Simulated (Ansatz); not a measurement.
# RbAs4: the cost of one run

Program: Ansatz 0.2.0. Level of theory: DFT PBE, scalar-relativistic, plane waves, PAW. These are calculated values, not measurements.

1 further run of the same task is left out (it didn't finish).

## Step 1: The system as given

It takes space group C2/m (No. 12, monoclinic). Conventional cell: a = 5.619 Å, b = 3.359 Å, c = 13.633 Å, α = 90.00°, β = 98.22°, γ = 90.00°. Rb (site symmetry 2/m) has 6 Rb at 3.27 to 3.36 Å and 6 As at 3.44 to 3.63 Å as nearest neighbours. As (site symmetry m) is surrounded by 9 As at 3.21 to 3.36 Å and 3 Rb at 3.44 to 3.63 Å. As (site symmetry m) is surrounded by 12 As at 2.86 to 3.36 Å.

Coordinates:

```cif
data_structure
_symmetry_space_group_name_H-M 'C2/m'
_symmetry_Int_Tables_number 12
_cell_length_a 5.6188
_cell_length_b 3.3595
_cell_length_c 13.6329
_cell_angle_alpha 90.000
_cell_angle_beta 98.224
_cell_angle_gamma 90.000
_cell_volume 254.69
loop_
_atom_site_label
_atom_site_type_symbol
_atom_site_symmetry_multiplicity
_atom_site_Wyckoff_symbol
_atom_site_fract_x
_atom_site_fract_y
_atom_site_fract_z
_atom_site_occupancy
Rb1 Rb 2 a 0.00000 0.00000 0.00000 1
As1 As 4 i 0.37530 0.00000 0.22283 1
As2 As 4 i 0.81011 0.00000 0.41818 1
```

Recipe of the guess: Ce4Sm type (R-3m) distorted into a subgroup (C2/m, No. 12). Its size is a rough estimate.

## Step 2: Probe: one point on a coarse mesh

Contents of input.yaml:

```yaml
crystal:
  lattice:
    - [2.8094086, -1.67974064, 0.0]
    - [2.8094086, 1.67974064, 0.0]
    - [-1.95007731, 0.0, 13.49272177]
  atoms:
    - { symbol: Rb, position: [0.0, 0.0, 0.0] }
    - { symbol: As, position: [0.37529886, 0.37529886, 0.2228321] }
    - { symbol: As, position: [0.81010902, 0.81010902, 0.41817838] }
    - { symbol: As, position: [0.18989098, 0.18989098, 0.58182162] }
    - { symbol: As, position: [0.62470114, 0.62470114, 0.7771679] }
basis:
  ecutwfc: 420
kpoints:
  mp_grid: { grid: [6, 6, 2] }
hamiltonian:
  xc: pbe
scf:
  occupations: { method: gaussian, width: 0.1 }
  lower_state_search: "off"
output:
  forces: true
  stress: true
  eigenvalues: true
```

On the command line:

```console
> ansatz run input.yaml --threads 1 --pin off --max-ram 2560MiB --backend cpu --events-out ev --progress --plain --runs-dir out
```

**Question.** How long does this run take on 1 thread of Arm Neoverse V2, shared host, and how much memory does it need?

About 6.7 s, with a peak of 0.41 GiB.
